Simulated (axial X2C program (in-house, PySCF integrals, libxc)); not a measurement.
**PtSn: from the state search to constants**

What are the state, bond length, wavenumber and bond energy of PtSn, and what does spin–orbit coupling change?

Computed with an in-house X2C program for linear molecules on PySCF integrals. Level: all-electron X2C, Pt dyall-v2z, Sn dyall-v2z.

All values are calculated.

**1. Set-up**

Input file task.json:

```json
{"zs": [78, 50], "q": 0, "bas": ["dyall-v2z", "dyall-v2z"], "levels": ["PBE0", "HF", "BLYP", "M06"], "cc": false, "r0": 2.63, "npts": 10, "nst": 2, "ntry": 6}
```

Keys: zs atomic numbers; q charge; bas basis sets; levels methods (HF also brings MP2); cc coupled cluster on or off; r0 starting distance in Å; npts points asked for on the curve; nst determinants followed; ntry starts of the search.

Started as:

```bash
$ python so2c.py task.json out
```

Spin-free means the one-electron spin-free X2C Hamiltonian; two-component (2c) means X2C with spin–orbit coupling and atomic mean-field two-electron Coulomb and Gaunt terms. Basis: Pt dyall-v2z contracted to [11s12p9d5f], Sn dyall-v2z contracted to [9s9p7d]; Gaussian nuclei, density fitting. Masses: Pt 194.965 u, Sn 119.902 u.

Notation: σ, π±, δ± give the projection m of an orbital's angular momentum (0, ±1, ±2), α and β its spin, Λ and M_S the sums; ω is the projection of a spinor's total angular momentum and Ω the sum. Logs are in hartree.

Further steps of the session: PBE0, spin-free; HF, spin-free; BLYP, spin-free; M06, spin-free; A higher determinant, spin-free; PBE0, 2c; HF, 2c; BLYP, 2c; M06, 2c; A higher determinant, 2c.

Before running it: what results should come out? Wanted: for each run, Hamiltonian; Re; ωe; De; μ.

The runs gave:

Lowest determinant found, spin-free: M_S = 0, Λ = 0 (closed shell).

Lowest determinant found, 2c: Ω = 0 (closed shell).

```json
{"Hamiltonian": "spin-free", "level": "PBE0", "Re (Å)": "2.368", "ωe (cm⁻¹)": "279.5", "De (eV)": "3.88", "μ (D)": "1.83"}
{"Hamiltonian": "spin-free", "level": "HF", "Re (Å)": "2.390", "ωe (cm⁻¹)": "265.5", "De (eV)": "0.548", "μ (D)": "0.63"}
{"Hamiltonian": "spin-free", "level": "MP2", "Re (Å)": "2.334", "ωe (cm⁻¹)": "317", "De (eV)": "4.53", "μ (D)": "n/a"}
{"Hamiltonian": "spin-free", "level": "BLYP", "Re (Å)": "2.414", "ωe (cm⁻¹)": "256.2", "De (eV)": "4.58", "μ (D)": "2.41"}
{"Hamiltonian": "spin-free", "level": "M06", "Re (Å)": "2.412", "ωe (cm⁻¹)": "256.1", "De (eV)": "3.93", "μ (D)": "2.34"}
{"Hamiltonian": "2c", "level": "PBE0", "Re (Å)": "2.375", "ωe (cm⁻¹)": "274.3", "De (eV)": "3.61", "μ (D)": "1.73"}
{"Hamiltonian": "2c", "level": "HF", "Re (Å)": "2.396", "ωe (cm⁻¹)": "260.3", "De (eV)": "0.209", "μ (D)": "0.64"}
{"Hamiltonian": "2c", "level": "MP2", "Re (Å)": "2.336", "ωe (cm⁻¹)": "319", "De (eV)": "4.16", "μ (D)": "n/a"}
{"Hamiltonian": "2c", "level": "BLYP", "Re (Å)": "2.426", "ωe (cm⁻¹)": "248.0", "De (eV)": "4.16", "μ (D)": "2.27"}
{"Hamiltonian": "2c", "level": "M06", "Re (Å)": "2.421", "ωe (cm⁻¹)": "250.5", "De (eV)": "3.10", "μ (D)": "2.25"}
```

Dipoles are positive if Sn is the positive end.

What this shows: At MP2, going from spin-free to two-component changes Re by +2 mÅ, ωe by +0.4 % and De by -0.37 eV, so spin–orbit coupling matters for this bond. It costs about 2 times the time. The bond energy falls because the coupling lowers the separated atoms more than the molecule.

De refers to Pt + Sn. The state is a single determinant with fixed occupations, the lowest that a limited PBE0 search found. The closed shell is kept restricted, so the energy runs too high when the bond is stretched far. Dissociation energies refer to the lowest single-determinant-based atoms at the same level and basis. The meta-GGAs lack a current-density term, which matters for open shells with orbital currents, atoms included.
